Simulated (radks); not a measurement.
# Nuclear size and the levels of Ge

Aim: how the total energy, the levels and the density at the nucleus of Ge respond when the nuclear radius is scaled.

Method: Dirac Kohn-Sham, BLYP, spin-unpolarised, spherical densities, finite nucleus; open shells fill j = l - 1/2 first. Code: radks (a radial shooting solver on a logarithmic mesh, Libxc functionals) version 1.

**1. The atom as given**

```
element            : germanium (Z = 32)
charge             : 0
electrons          : 32
configuration      : [Ar] 3d10 4s2 4p2
nuclear rms radius : 4.0742 fm
```

In the logs a row gives level, spin channel, occupation and eigenvalue; Etot, Ekin, Encl (electron-nucleus), Eh (Hartree) and Exc are energies, all in hartree; err is the last residual, it the number of iterations.

**2. rms radius 4.0742 fm**

The run's settings:

```text
Z 32
configuration [Ar] 3d10 4s2 4p2 5s0 4d0
relativity Dirac
functional b88,lyp
spin unpolarised
j_filling energy
nucleus finite rms 4.0742 fm
c 137.035999084
```

The program printed:

```text
1s1/2   1   2.0000        -402.78665536
2s1/2   1   2.0000         -50.39282979
2p1/2   1   2.0000         -44.83279698
2p3/2   1   4.0000         -43.66049771
3s1/2   1   2.0000          -6.17118419
3p1/2   1   2.0000          -4.33910994
3p3/2   1   4.0000          -4.18155978
3d3/2   1   4.0000          -1.07933295
3d5/2   1   6.0000          -1.05781349
4s1/2   1   2.0000          -0.42492199
4p1/2   1   2.0000          -0.14121829
4p3/2   1   0.0000          -0.13434231
5s1/2   1   0.0000          -0.01795753
4d3/2   1   0.0000           0.00013780
4d5/2   1   0.0000           0.00013780
Etot -2099.3312618139016
Ekin 2143.917982318556
Encl -5066.092785266828
Eh 902.8274308322043
Exc -79.98388969783366
err 2.651340477402446e-09
it 16
```

4p1/2 is the highest filled level (-3.843 eV).

Sizes of the orbitals, from the radial functions (bohr):

```
level  occupation  energy (eV)     <r>  outermost maximum (interpolated)  90 % within  nodes
3s1/2           2      -167.93  0.6242                             0.542        0.934      2
3p1/2           2      -118.07  0.6399                             0.537        0.985      1
3p3/2           4      -113.79  0.6506                             0.546         1.00      1
3d3/2           4      -29.370  0.7342                             0.501         1.25      0
3d5/2           6      -28.785  0.7396                             0.504         1.26      0
4s1/2           2      -11.563   2.112                              1.73         3.20      3
4p1/2           2       -3.843   2.885                              2.18         4.59      2
4p3/2           0       -3.656   2.949                              2.22         4.69      2
```

Radial density 4πr²ρ:

```
r (bohr)  4πr²ρ (e/bohr)
 0.00179          0.9646
 0.00274           2.071
 0.00415           4.248
 0.00634           8.420
 0.00962           15.34
  0.0146           25.13
  0.0223           35.33
  0.0338           39.48
  0.0516           34.77
  0.0782           32.45
   0.119           42.43
   0.181           42.45
   0.275           25.21
   0.416           26.11
   0.636           25.63
   0.964           10.60
    1.47           3.391
    2.23           1.854
    3.39          0.7038
    5.17          0.1242
    7.84        0.008472
```

**3. rms radius 3.6138 fm**

Input: that of step 2 with these lines changed.

```diff
@@ -6,3 +6,3 @@
 j_filling energy
-nucleus finite rms 4.0742 fm
+nucleus finite rms 3.6138 fm
 c 137.035999084
```

The program printed:

```text
1s1/2   1   2.0000        -402.78778626
2s1/2   1   2.0000         -50.39294005
2p1/2   1   2.0000         -44.83278804
2p3/2   1   4.0000         -43.66048813
3s1/2   1   2.0000          -6.17120064
3p1/2   1   2.0000          -4.33910831
3p3/2   1   4.0000          -4.18155806
3d3/2   1   4.0000          -1.07933180
3d5/2   1   6.0000          -1.05781235
4s1/2   1   2.0000          -0.42492313
4p1/2   1   2.0000          -0.14121809
4p3/2   1   0.0000          -0.13434211
5s1/2   1   0.0000          -0.01795762
4d3/2   1   0.0000           0.00013780
4d5/2   1   0.0000           0.00013780
Etot -2099.333924356042
Ekin 2143.9276358397574
Encl -5066.105273352341
Eh 902.8276688786602
Exc -79.98395572211868
err 4.191955739009442e-09
it 17
```

E − E(step 2, rms radius 4.0742 fm) = -0.072 eV. 4p1/2 is the highest filled level (-3.843 eV).

**4. rms radius 3.7809 fm**

Input: that of step 3 with these lines changed.

```diff
@@ -6,3 +6,3 @@
 j_filling energy
-nucleus finite rms 3.6138 fm
+nucleus finite rms 3.7809 fm
 c 137.035999084
```

The program printed:

```text
1s1/2   1   2.0000        -402.78739050
2s1/2   1   2.0000         -50.39290147
2p1/2   1   2.0000         -44.83279117
2p3/2   1   4.0000         -43.66049148
3s1/2   1   2.0000          -6.17119489
3p1/2   1   2.0000          -4.33910888
3p3/2   1   4.0000          -4.18155866
3d3/2   1   4.0000          -1.07933220
3d5/2   1   6.0000          -1.05781275
4s1/2   1   2.0000          -0.42492273
4p1/2   1   2.0000          -0.14121816
4p3/2   1   0.0000          -0.13434218
5s1/2   1   0.0000          -0.01795759
4d3/2   1   0.0000           0.00013780
4d5/2   1   0.0000           0.00013780
Etot -2099.3329925915095
Ekin 2143.9242531623513
Encl -5066.100898715784
Eh 902.827585569052
Exc -79.9839326071289
err 5.13784305805473e-09
it 17
```

Energy against step 2 (rms radius 4.0742 fm): -0.047 eV. The top filled level is 4p1/2, -3.843 eV.

**5. rms radius 4.2209 fm**

Input: that of step 4 with these lines changed.

```diff
@@ -6,3 +6,3 @@
 j_filling energy
-nucleus finite rms 3.7809 fm
+nucleus finite rms 4.2209 fm
 c 137.035999084
```

The program printed:

```text
1s1/2   1   2.0000        -402.78626838
2s1/2   1   2.0000         -50.39279207
2p1/2   1   2.0000         -44.83280004
2p3/2   1   4.0000         -43.66050099
3s1/2   1   2.0000          -6.17117856
3p1/2   1   2.0000          -4.33911049
3p3/2   1   4.0000          -4.18156037
3d3/2   1   4.0000          -1.07933334
3d5/2   1   6.0000          -1.05781388
4s1/2   1   2.0000          -0.42492160
4p1/2   1   2.0000          -0.14121836
4p3/2   1   0.0000          -0.13434238
5s1/2   1   0.0000          -0.01795750
4d3/2   1   0.0000           0.00013780
4d5/2   1   0.0000           0.00013780
Etot -2099.3303507246655
Ekin 2143.9146872611923
Encl -5066.088520235589
Eh 902.8273493725945
Exc -79.98386712286297
err 2.2898065281291735e-09
it 16
```

E − E(step 2, rms radius 4.0742 fm) = +0.025 eV. Highest occupied level: 4p1/2 at -3.843 eV.

**6. rms radius 4.5183 fm**

Input: that of step 5 with these lines changed.

```diff
@@ -6,3 +6,3 @@
 j_filling energy
-nucleus finite rms 4.2209 fm
+nucleus finite rms 4.5183 fm
 c 137.035999084
```

The program printed:

```text
1s1/2   1   2.0000        -402.78544456
2s1/2   1   2.0000         -50.39271175
2p1/2   1   2.0000         -44.83280655
2p3/2   1   4.0000         -43.66050797
3s1/2   1   2.0000          -6.17116657
3p1/2   1   2.0000          -4.33911168
3p3/2   1   4.0000          -4.18156162
3d3/2   1   4.0000          -1.07933418
3d5/2   1   6.0000          -1.05781470
4s1/2   1   2.0000          -0.42492078
4p1/2   1   2.0000          -0.14121850
4p3/2   1   0.0000          -0.13434253
5s1/2   1   0.0000          -0.01795744
4d3/2   1   0.0000           0.00013780
4d5/2   1   0.0000           0.00013780
Etot -2099.328411168105
Ekin 2143.907684840641
Encl -5066.079452880159
Eh 902.8271759626598
Exc -79.98381909124694
err 3.1911704495130177e-09
it 15
```

Energy against step 2 (rms radius 4.0742 fm): +0.078 eV. The top filled level is 4p1/2, -3.843 eV.

**7. What came out**

```
rms radius (fm)  total energy shift (eV)  density at nucleus (e/bohr³)  1s1/2 shift (meV)  2s1/2 shift (meV)  2p1/2 shift (meV)  3s1/2 shift (meV)
         3.6138                  -0.0725                     3.198e+04              -30.8              -3.00              0.243             -0.448
         3.7809                  -0.0471                     3.188e+04              -20.0              -1.95              0.158             -0.291
         4.0742                        0                     3.173e+04                  0                  0                  0                  0
         4.2209                   0.0248                     3.166e+04               10.5               1.03            -0.0832              0.153
         4.5183                   0.0776                     3.152e+04               32.9               3.21             -0.260              0.479
```

In words: Shifts are against the first run. Over the range the 1s1/2 level moves by 0.0637 eV and the 3s1/2 level by 0.927 meV. A larger nucleus binds the 1s electrons less and lowers the density at its centre. These are shifts of eigenvalues, not the field shifts of spectral lines.
